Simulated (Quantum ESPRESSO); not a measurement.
# HfMoC2 (P4/mmm) in Quantum ESPRESSO: equation of state

Aim: energy against volume of HfMoC2 in PBEsol, for its equilibrium volume and stiffness.

Program: Quantum ESPRESSO 7.5. These are calculated values, not measurements. Logs are shortened: lines on timing, memory, paths and dates and some standing lists are left out, and cuts for length are marked.

## Step 1: The structure

Symmetry: P4/mmm, No. 123, tetragonal system. The conventional cell has a = 3.191 Å, b = 3.191 Å, c = 4.485 Å, α = 90.00°, β = 90.00°, γ = 90.00°. Around Hf (site symmetry 4/mmm) lie 6 C at 2.24 to 2.26 Å. Mo (site symmetry 4/mmm) has 6 C at 2.24 to 2.26 Å as nearest neighbours. C (site symmetry 4/mmm) has 2 Mo at 2.24 Å and 4 Hf at 2.26 Å as nearest neighbours. Around C (site symmetry 4/mmm) lie 2 Hf at 2.24 Å and 4 Mo at 2.26 Å.

The cell comes from a database or a generator and needn't be the stable form of this composition.

## Step 2: Single point, PBEsol, 10.74 Å³/atom

Input file pw.in:

```
&CONTROL
  calculation = 'scf'
  prefix = 'pwscf'
  outdir = './tmp'
  pseudo_dir = './pseudo'
  tstress = .true.
  disk_io = 'nowf'
/
&SYSTEM
  ibrav = 0
  nat = 4
  ntyp = 3
  ecutwfc = 45
  ecutrho = 360
  nbnd = 25
  occupations = 'smearing'
  smearing = 'fd'
  degauss = 0.00367493
/
&ELECTRONS
  conv_thr = 8d-10
  electron_maxstep = 120
  mixing_beta = 0.5
/
ATOMIC_SPECIES
Hf   178.4900 hf_pbesol_v1.uspp.F.UPF
Mo    95.9500 mo_pbesol_v1.uspp.F.UPF
C     12.0110 c_pbesol_v1.2.uspp.F.UPF
CELL_PARAMETERS angstrom
   3.1262736378    0.0000000000    0.0000000000
   0.0000000000    3.1262736378    0.0000000000
   0.0000000000    0.0000000000    4.3936043497
ATOMIC_POSITIONS crystal
Hf     0.0000000000    0.0000000000    0.0000000000
Mo     0.5000000000    0.5000000000    0.5000000000
C      0.5000000000    0.5000000000    0.0000000000
C      0.0000000000    0.0000000000    0.5000000000
K_POINTS automatic
8 8 6 0 0 0
```

Potentials or basis: GBRV 1.5 PBEsol.

The run is started by

```sh
$ OMP_NUM_THREADS=1 mpirun -n 2 pw.x -nk 2 -in pw.in > pw.out
```

pw.out:

```text
This program is part of the open-source Quantum ESPRESSO suite
     for quantum simulation of materials; please cite
[... 13 lines left out ...]
     --------------------
     sticks:   dense  smooth     PW     G-vecs:    dense   smooth      PW
     Sum         997     497    161                33431    11851    2091

     Using Slab Decomposition

     bravais-lattice index     =            0
     lattice parameter (alat)  =       5.9078  a.u.
     unit-cell volume          =     289.7821 (a.u.)^3
     number of atoms/cell      =            4
     number of atomic types    =            3
     number of electrons       =        34.00
     number of Kohn-Sham states=           25
     kinetic-energy cutoff     =      45.0000  Ry
     charge density cutoff     =     360.0000  Ry
     scf convergence threshold =      8.0E-10
     mixing beta               =       0.5000
     number of iterations used =            8  plain     mixing
     Exchange-correlation= SLA  PW   PSX  PSC
                           (   1   4  10   8   0   0   0)

     celldm(1)=   5.907801  celldm(2)=   0.000000  celldm(3)=   0.000000
     celldm(4)=   0.000000  celldm(5)=   0.000000  celldm(6)=   0.000000

     crystal axes: (cart. coord. in units of alat)
               a(1) = (   1.000000   0.000000   0.000000 )
               a(2) = (   0.000000   1.000000   0.000000 )
               a(3) = (   0.000000   0.000000   1.405381 )

     reciprocal axes: (cart. coord. in units 2 pi/alat)
               b(1) = (  1.000000  0.000000  0.000000 )
               b(2) = (  0.000000  1.000000  0.000000 )
               b(3) = (  0.000000  0.000000  0.711551 )

     PseudoPot. # 1 for Hf read from file:
     hf_pbesol_v1.uspp.F.UPF
     Pseudo is Ultrasoft + core correction, Zval = 12.0
     Generated by new atomic code, or converted to UPF format
     Using radial grid of  921 points,  8 beta functions with:
                l(1) =   0
                l(2) =   0
                l(3) =   0
                l(4) =   1
                l(5) =   1
                l(6) =   2
                l(7) =   2
                l(8) =   3
     Q(r) pseudized with  6 coefficients,  rinner =    1.200   1.200   1.200
                                                       1.200   1.200   1.200
                                                       1.200

     PseudoPot. # 2 for Mo read from file:
     mo_pbesol_v1.uspp.F.UPF
     Pseudo is Ultrasoft + core correction, Zval = 14.0
     Generated by new atomic code, or converted to UPF format
     Using radial grid of  889 points,  6 beta functions with:
                l(1) =   0
                l(2) =   0
                l(3) =   1
                l(4) =   1
                l(5) =   2
                l(6) =   2
     Q(r) pseudized with  6 coefficients,  rinner =    1.000   1.000   1.000
                                                       1.000   1.000

     PseudoPot. # 3 for C  read from file:
     c_pbesol_v1.2.uspp.F.UPF
     Pseudo is Ultrasoft + core correction, Zval =  4.0
     Generated by new atomic code, or converted to UPF format
     Using radial grid of  721 points,  4 beta functions with:
                l(1) =   0
                l(2) =   0
                l(3) =   1
                l(4) =   1
     Q(r) pseudized with  8 coefficients,  rinner =    1.100   1.100   1.100

     atomic species   valence    mass     pseudopotential
     Hf               12.00   178.49000     Hf( 1.00)
     Mo               14.00    95.95000     Mo( 1.00)
     C                 4.00    12.01100     C ( 1.00)

     16 Sym. Ops., with inversion, found

   Cartesian axes

     site n.     atom                  positions (alat units)
         1        Hf     tau(   1) = (   0.0000000   0.0000000   0.0000000  )
         2        Mo     tau(   2) = (   0.5000000   0.5000000   0.7026903  )
         3        C      tau(   3) = (   0.5000000   0.5000000   0.0000000  )
         4        C      tau(   4) = (   0.0000000   0.0000000   0.7026903  )

     number of k points=    60  Fermi-Dirac smearing, width (Ry)=  0.0037
                       cart. coord. in units 2pi/alat
        k(    1) = (   0.0000000   0.0000000   0.0000000), wk =   0.0052083
        k(    2) = (   0.0000000   0.0000000   0.1185918), wk =   0.0104167
        k(    3) = (   0.0000000   0.0000000   0.2371837), wk =   0.0104167
        k(    4) = (   0.0000000   0.0000000  -0.3557755), wk =   0.0052083
        k(    5) = (   0.0000000   0.1250000   0.0000000), wk =   0.0208333
        k(    6) = (   0.0000000   0.1250000   0.1185918), wk =   0.0416667
[... 52 lines left out ...]
        k(   59) = (  -0.5000000  -0.5000000   0.2371837), wk =   0.0104167
        k(   60) = (  -0.5000000  -0.5000000  -0.3557755), wk =   0.0052083

     Dense  grid:    33431 G-vectors     FFT dimensions: (  36,  36,  54)

     Smooth grid:    11851 G-vectors     FFT dimensions: (  25,  25,  36)

     Check: negative core charge=   -0.000003

     Initial potential from superposition of free atoms

     starting charge      31.9990, renormalised to      34.0000

     negative rho (up, down):  1.155E-01 0.000E+00
     Starting wfcs are   34 randomized atomic wfcs

     Self-consistent Calculation

     iteration #  1     ecut=    45.00 Ry     beta= 0.50
     Davidson diagonalization with overlap
     ethr =  1.00E-02,  avg # of iterations =  2.2

     negative rho (up, down):  1.128E-01 0.000E+00

     total energy              =    -319.12225382 Ry
     estimated scf accuracy    <       4.61557558 Ry

     iteration #  2     ecut=    45.00 Ry     beta= 0.50
     Davidson diagonalization with overlap
     ethr =  1.00E-02,  avg # of iterations =  3.0
[... 87 lines left out ...]
     iteration # 12     ecut=    45.00 Ry     beta= 0.50
     Davidson diagonalization with overlap
     ethr =  1.91E-11,  avg # of iterations =  2.0

     negative rho (up, down):  1.158E-01 0.000E+00

     End of self-consistent calculation

          k = 0.0000 0.0000 0.0000 (  1465 PWs)   bands (ev):

   -42.6181 -41.7831 -16.7328 -16.6315 -16.6315 -10.8129 -10.4494 -10.4494
     5.4099   7.1628  14.9018  15.5367  17.8206  17.8206  18.0620  18.0620
    18.8005  18.8997  19.3522  19.3894  19.3894  19.7938  23.7313  24.2316
    24.2316

          k = 0.0000 0.0000 0.1186 (  1478 PWs)   bands (ev):

   -42.6172 -41.7841 -16.7307 -16.6309 -16.6309 -10.8302 -10.4506 -10.4506
     5.6740   7.2664  14.9272  15.0148  17.1730  17.4866  17.4866  17.9043
    17.9043  18.5294  18.9298  20.0004  20.0004  21.8780  23.6524  24.3983
    24.3983
[... 113 lines left out ...]
          k = 0.0000-0.5000 0.2372 (  1486 PWs)   bands (ev):

   -42.5905 -41.7583 -16.9575 -16.7021 -16.5876 -11.0739 -10.7747 -10.3632
     8.9698   9.5594  11.7877  11.8749  13.8273  14.1528  14.7839  14.9095
    20.1168  20.4411  21.0201  23.5989  23.7736  24.9481  26.1134  26.6737
    27.2606

          k = 0.0000-0.5000-0.3558 (  1500 PWs)   bands (ev):

   -42.5905 -41.7582 -16.9608 -16.7077 -16.5875 -11.0638 -10.7723 -10.3626
     9.4447   9.9675  11.3375  11.4088  13.7467  13.7750  14.6368  14.7432
    20.4686  20.5253  21.2894  24.1623  25.0018  25.0118  25.2915  25.5873
    27.5310

          k = 0.1250 0.1250 0.0000 (  1475 PWs)   bands (ev):

   -42.6101 -41.7758 -16.7194 -16.6735 -16.6715 -10.8031 -10.5473 -10.5271
     5.9535   7.5742  14.7435  15.3038  15.5205  16.5991  17.3006  17.4017
    17.8344  18.9678  19.8220  20.3234  21.1748  22.1580  23.9562  24.0259
    25.4823
[... 92 lines left out ...]
          k = 0.1250-0.5000 0.2372 (  1484 PWs)   bands (ev):

   -42.5870 -41.7541 -16.9487 -16.6962 -16.6338 -11.0591 -10.7695 -10.4567
     8.7566   9.2779  12.0935  12.1820  14.0719  14.2899  14.9525  15.1543
    19.8299  20.5184  20.5518  23.3103  23.7724  25.1139  26.1252  26.3875
    27.4955

          k = 0.1250-0.5000-0.3558 (  1480 PWs)   bands (ev):

   -42.5870 -41.7541 -16.9513 -16.7012 -16.6334 -11.0510 -10.7685 -10.4567
     9.1776   9.6367  11.6891  11.7379  13.9245  13.9833  14.7921  14.9670
    20.3730  20.5365  20.9874  23.0138  24.5011  25.1643  26.3534  26.6345
    26.8979

          k = 0.2500 0.2500 0.0000 (  1463 PWs)   bands (ev):

   -42.5915 -41.7575 -16.7711 -16.7673 -16.6896 -10.7732 -10.7489 -10.7107
     7.0040   8.1119  13.6994  14.7636  14.8643  14.9510  16.2475  17.3075
    17.5595  20.3410  20.4957  20.7243  23.6251  23.6578  23.7063  23.7945
    26.9788
[... 64 lines left out ...]
          k = 0.2500-0.5000 0.2372 (  1468 PWs)   bands (ev):

   -42.5785 -41.7441 -16.9273 -16.7442 -16.6815 -11.0233 -10.7570 -10.6756
     8.2861   8.6649  12.9566  13.0332  14.4981  14.6496  15.1673  15.7957
    19.5241  19.6425  20.7511  22.7733  23.6076  24.9400  25.2780  25.6453
    28.4176

          k = 0.2500-0.5000-0.3558 (  1472 PWs)   bands (ev):

   -42.5785 -41.7441 -16.9283 -16.7432 -16.6854 -11.0199 -10.7593 -10.6774
     8.6354   8.9620  12.5980  12.6074  14.3166  14.4123  14.9734  15.4839
    20.2833  20.3861  20.6917  22.1767  23.4081  25.5015  25.6101  25.6399
    28.0511

          k = 0.3750 0.3750 0.0000 (  1475 PWs)   bands (ev):

   -42.5737 -41.7383 -16.8643 -16.8624 -16.6640 -10.9074 -10.8891 -10.7343
     7.2081   7.6773  14.2584  14.9182  15.1195  15.3855  16.2512  17.7424
    17.9252  19.1907  20.7958  21.0891  23.1968  23.6861  23.8509  25.8509
    27.1433
[... 36 lines left out ...]
          k = 0.3750-0.5000 0.2372 (  1466 PWs)   bands (ev):

   -42.5700 -41.7341 -16.9059 -16.8526 -16.6669 -10.9870 -10.8869 -10.7439
     7.8720   8.1308  14.0498  14.1351  14.7760  14.9890  15.1888  16.0920
    19.4402  19.5714  20.9168  22.6772  23.1482  23.6352  24.0735  26.2629
    27.9326

          k = 0.3750-0.5000-0.3558 (  1468 PWs)   bands (ev):

   -42.5700 -41.7341 -16.9052 -16.8513 -16.6696 -10.9884 -10.8897 -10.7502
     8.1841   8.3968  13.6651  13.7599  14.6853  14.7105  14.9738  15.6299
    20.2687  20.4393  20.8286  22.1354  22.6171  24.1382  24.1909  26.2688
    27.9658

          k =-0.5000-0.5000 0.0000 (  1480 PWs)   bands (ev):

   -42.5666 -41.7300 -16.9016 -16.9016 -16.6546 -10.9616 -10.9616 -10.7155
     6.9930   7.3152  15.0678  15.0678  15.3595  15.3595  17.9878  18.2727
    18.2727  18.3933  20.5324  20.9071  22.0939  23.6545  23.6545  26.5613
    27.1153

          k =-0.5000-0.5000 0.1186 (  1472 PWs)   bands (ev):

   -42.5665 -41.7300 -16.9001 -16.9001 -16.6567 -10.9650 -10.9650 -10.7232
     7.2105   7.4994  14.9439  14.9439  15.2741  15.2741  16.6654  17.2894
    18.7292  18.7292  20.9087  21.6845  22.6486  23.5365  23.5365  26.5668
    27.1922

          k =-0.5000-0.5000 0.2372 (  1476 PWs)   bands (ev):

   -42.5665 -41.7299 -16.8970 -16.8970 -16.6610 -10.9719 -10.9719 -10.7388
     7.7139   7.9273  14.7897  14.7897  14.9938  15.0689  15.0689  15.6135
    19.7853  19.7853  20.9119  22.8770  23.0392  23.0392  23.2080  26.5779
    27.1374

          k =-0.5000-0.5000-0.3558 (  1464 PWs)   bands (ev):

   -42.5665 -41.7299 -16.8955 -16.8955 -16.6630 -10.9753 -10.9753 -10.7464
     8.0153   8.1845  14.2846  14.7595  14.7595  14.8609  14.9399  14.9399
    20.5528  20.5528  20.9135  22.4970  22.4970  23.2730  23.3848  26.5834
    27.0697

     the Fermi energy is    19.2951 ev

!    total energy              =    -320.95267066 Ry
     estimated scf accuracy    <          2.1E-10 Ry
     smearing contrib. (-TS)   =      -0.00081834 Ry
     internal energy E=F+TS    =    -320.95185231 Ry

     The total energy is F=E-TS. E is the sum of the following terms:
     one-electron contribution =     -18.68787734 Ry
     hartree contribution      =      30.96012666 Ry
     xc contribution           =    -102.02900973 Ry
     ewald contribution        =    -231.19509190 Ry

     convergence has been achieved in  12 iterations

     Computing stress (Cartesian axis) and pressure

     negative rho (up, down):  1.158E-01 0.000E+00
          total   stress  (Ry/bohr**3)                   (kbar)     P=       95.72
   0.00075788   0.00000000   0.00000000          111.49        0.00        0.00
   0.00000000   0.00075788   0.00000000            0.00      111.49        0.00
   0.00000000   0.00000000   0.00043625            0.00        0.00       64.18

=------------------------------------------------------------------------------=
   JOB DONE.
=------------------------------------------------------------------------------=
```

It took 14 s on 2 MPI ranks of Intel Xeon 6975P-C (Granite Rapids), shared host; peak memory 0.38 GiB.

What came out:

| Item | Value |
| --- | --- |
| Free energy | -4366.7835 eV |
| Pressure | 9.6 GPa |
| Band gap on the k mesh | none (metal or under the smearing width) |

## Step 3: Single point, PBEsol, 10.96 Å³/atom

Changes to pw.in since step 2:

```diff
@@ -29,5 +29,5 @@
 CELL_PARAMETERS angstrom
-   3.1262736378    0.0000000000    0.0000000000
-   0.0000000000    3.1262736378    0.0000000000
-   0.0000000000    0.0000000000    4.3936043497
+   3.1482903748    0.0000000000    0.0000000000
+   0.0000000000    3.1482903748    0.0000000000
+   0.0000000000    0.0000000000    4.4245462449
 ATOMIC_POSITIONS crystal
```

Potentials or basis: GBRV 1.5 PBEsol.

The run is started by

```sh
$ OMP_NUM_THREADS=1 mpirun -n 2 pw.x -nk 2 -in pw.in > pw.out
```

It took 14 s on 2 MPI ranks of Intel Xeon 6975P-C (Granite Rapids), shared host; peak memory 0.4 GiB.

The run converged. Its results:

* Free energy: -4366.8206 eV
* Pressure: 2.7 GPa
* Band gap on the k mesh: none (metal or under the smearing width)

## Step 4: Single point, PBEsol, 11.19 Å³/atom

Changes to pw.in since step 3:

```diff
@@ -29,5 +29,5 @@
 CELL_PARAMETERS angstrom
-   3.1482903748    0.0000000000    0.0000000000
-   0.0000000000    3.1482903748    0.0000000000
-   0.0000000000    0.0000000000    4.4245462449
+   3.1700034083    0.0000000000    0.0000000000
+   0.0000000000    3.1700034083    0.0000000000
+   0.0000000000    0.0000000000    4.4550613212
 ATOMIC_POSITIONS crystal
```

The run is started by

```sh
$ OMP_NUM_THREADS=1 mpirun -n 2 pw.x -nk 2 -in pw.in > pw.out
```

It took 15 s on 2 MPI ranks of Intel Xeon 6975P-C (Granite Rapids), shared host; peak memory 0.4 GiB.

It converged, with:

```yaml
Free_energy: -4366.8204 eV
Pressure: -3.4 GPa
Band_gap_on_the_k_mesh: none (metal or under the smearing width)
```

## Step 5: Single point, PBEsol, 11.42 Å³/atom

Changes to pw.in since step 4:

```diff
@@ -29,5 +29,5 @@
 CELL_PARAMETERS angstrom
-   3.1700034083    0.0000000000    0.0000000000
-   0.0000000000    3.1700034083    0.0000000000
-   0.0000000000    0.0000000000    4.4550613212
+   3.1914230000    0.0000000000    0.0000000000
+   0.0000000000    3.1914230000    0.0000000000
+   0.0000000000    0.0000000000    4.4851640000
 ATOMIC_POSITIONS crystal
```

The run is started by

```sh
$ OMP_NUM_THREADS=1 mpirun -n 2 pw.x -nk 2 -in pw.in > pw.out
```

Wall time 16 s (2 MPI ranks of Intel Xeon 6975P-C (Granite Rapids), shared host); peak memory 0.4 GiB.

Results (log left out):

```
Free energy            : -4366.7869 eV
Pressure               : -9.0 GPa
Band gap on the k mesh : none (metal or under the smearing width)
```

## Step 6: Single point, PBEsol, 11.65 Å³/atom

Changes to pw.in since step 5:

```diff
@@ -29,5 +29,5 @@
 CELL_PARAMETERS angstrom
-   3.1914230000    0.0000000000    0.0000000000
-   0.0000000000    3.1914230000    0.0000000000
-   0.0000000000    0.0000000000    4.4851640000
+   3.2125588676    0.0000000000    0.0000000000
+   0.0000000000    3.2125588676    0.0000000000
+   0.0000000000    0.0000000000    4.5148679385
 ATOMIC_POSITIONS crystal
```

Potentials or basis: GBRV 1.5 PBEsol.

The run is started by

```sh
$ OMP_NUM_THREADS=1 mpirun -n 2 pw.x -nk 2 -in pw.in > pw.out
```

Run time: 16 s. Hardware: 2 MPI ranks of Intel Xeon 6975P-C (Granite Rapids), shared host; peak memory 0.42 GiB.

Results (log left out):

- Free energy: -4366.7234 eV
- Pressure: -14.0 GPa
- Band gap on the k mesh: none (metal or under the smearing width)

## Step 7: Single point, PBEsol, 11.88 Å³/atom

Changes to pw.in since step 6:

```diff
@@ -29,5 +29,5 @@
 CELL_PARAMETERS angstrom
-   3.2125588676    0.0000000000    0.0000000000
-   0.0000000000    3.2125588676    0.0000000000
-   0.0000000000    0.0000000000    4.5148679385
+   3.2334202240    0.0000000000    0.0000000000
+   0.0000000000    3.2334202240    0.0000000000
+   0.0000000000    0.0000000000    4.5441860843
 ATOMIC_POSITIONS crystal
```

The run is started by

```sh
$ OMP_NUM_THREADS=1 mpirun -n 2 pw.x -nk 2 -in pw.in > pw.out
```

Run time: 19 s. Hardware: 2 MPI ranks of Intel Xeon 6975P-C (Granite Rapids), shared host; peak memory 0.42 GiB.

Results (log left out):

| Item | Value |
| --- | --- |
| Free energy | -4366.6329 eV |
| Pressure | -18.4 GPa |
| Band gap on the k mesh | none (metal or under the smearing width) |

## Step 8: Single point, PBEsol, 12.11 Å³/atom

Changes to pw.in since step 7:

```diff
@@ -29,5 +29,5 @@
 CELL_PARAMETERS angstrom
-   3.2334202240    0.0000000000    0.0000000000
-   0.0000000000    3.2334202240    0.0000000000
-   0.0000000000    0.0000000000    4.5441860843
+   3.2540158126    0.0000000000    0.0000000000
+   0.0000000000    3.2540158126    0.0000000000
+   0.0000000000    0.0000000000    4.5731307251
 ATOMIC_POSITIONS crystal
```

The run is started by

```sh
$ OMP_NUM_THREADS=1 mpirun -n 2 pw.x -nk 2 -in pw.in > pw.out
```

Run time: 19 s. Hardware: 2 MPI ranks of Intel Xeon 6975P-C (Granite Rapids), shared host; peak memory 0.42 GiB.

It converged, with:

```yaml
Free_energy: -4366.5184 eV
Pressure: -22.4 GPa
Band_gap_on_the_k_mesh: none (metal or under the smearing width)
```

## Step 9: Equation of state, PBEsol

Potentials or basis: GBRV 1.5 PBEsol.

This step only gathers the single runs of the series.

Results:

```yaml
Equilibrium_volume: 11.08 Å³/atom
Bulk_modulus_at_fixed_shape_and_positions: 300 GPa
Pressure_derivative_of_the_bulk_modulus: 4.3
```

Energy against volume, from the lowest point:
```csv
volume (Å³/atom),energy (meV/atom)
10.735,9.26
10.964,0.00
11.192,0.04
11.421,8.42
11.649,24.30
11.877,46.92
12.106,75.55
```

Caveat: the cell was scaled at fixed shape and fractional positions, which overstates the stiffness of a crystal with free parameters, most of all of layers and chains. The run has no spin-orbit coupling, so splittings on Hf are missing.
